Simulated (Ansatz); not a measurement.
This script makes relaxations under a series of pressures of BaMg2Sb2, space group P-3m1 with Ansatz's Python interface.

`bamg2sb2.extxyz`
```text
5
Lattice="4.77 0.0 0.0 -2.385 4.13094118 0.0 0.0 0.0 8.1" Properties=species:S:1:pos:R:3 pbc="T T T"
Ba    0.00000000    0.00000000    0.00000000
Mg   -0.00000000    2.75396078    5.06007000
Mg    2.38500000    1.37698039    3.03993000
Sb   -0.00000000    2.75396078    2.17080000
Sb    2.38500000    1.37698039    5.92920000
```

The script, `compress.py`:
```python
from dataclasses import dataclass

import ansatz as az
import numpy as np


@dataclass
class RunConfig:
    functional: str = "LDA"
    ecut: int = 510
    kgrid: tuple[int, ...] = (6, 6, 2)
    occupations: str = "fixed"


settings = RunConfig()

def edges_and_angles(cell):
    cell = np.asarray(cell)
    a, b, c = np.linalg.norm(cell, axis=1)
    cosines = cell[1] @ cell[2] / (b * c), cell[0] @ cell[2] / (a * c), cell[0] @ cell[1] / (a * b)
    return (a, b, c, *np.degrees(np.arccos(cosines)))

cell = az.Crystal.from_extxyz("bamg2sb2.extxyz")

job = cell.calculation()
job = job.functional(settings.functional)
job = job.basis(settings.ecut).kpoints(*settings.kgrid)
job = job.occupations(settings.occupations)

rows = []
for pressure in [0, 2, 4, 6, 8]:
    res = job.relax(cell=True, pressure=pressure, force_tolerance=0.05, max_steps=60).run()
    cell = res.lattice.cell_ang
    n_atoms = len(res.lattice.sites)
    volume = abs(np.linalg.det(cell)) / n_atoms
    enthalpy = res.report["free_energy_ev"] / n_atoms + pressure * volume / 160.21766
    rows.append((pressure, volume, enthalpy, *edges_and_angles(cell)))
    print(f"{pressure} GPa done: {volume:.4f} A^3/atom")

print(" P (GPa)  V (A^3/atom)  H (eV/atom)     a       b       c")
for row in rows:
    print("{:8.1f} {:12.4f} {:14.5f} {:7.4f} {:7.4f} {:7.4f}".format(*row[:6]))
p, v = np.array([row[0] for row in rows], float), np.array([row[1] for row in rows])
print("mean bulk modulus between rows (GPa):", np.round(-np.diff(p) / np.diff(np.log(v)), 1))
```

Its results, one of them left out:

| P (GPa) | relaxed V (Å³/atom) |
| --- | --- |
| 0 | 30.581 |
| 2 | 29.301 |
| 4 | ? |
| 6 | 27.364 |
| 8 | 26.597 |

What volume does the cell relax to at 4 GPa?

Murnaghan's form V = V0 (1 + B' P / B0)^(-1/B') through the 4 rows shown gives V0 = 30.580 Å³, B0 = 43.0 GPa and B' = 3.94, and so 28.251 Å³ an atom at 4 GPa. The run gave 28.251 Å³, 0.00 % away.

What to keep in mind:
- At a fixed pressure a relaxation lowers the enthalpy F + PV, while F alone can rise.
- The structure is a deposited one; some such entries were measured under pressure or heat, so a shift against it needn't be the functional's error alone.
- Symmetry holds the cell in this phase, whether or not it is the stable one at each pressure.
- It ran for 91 s on 1 thread of Arm Neoverse V2, with other jobs on the host, peak memory 0.53 GiB.
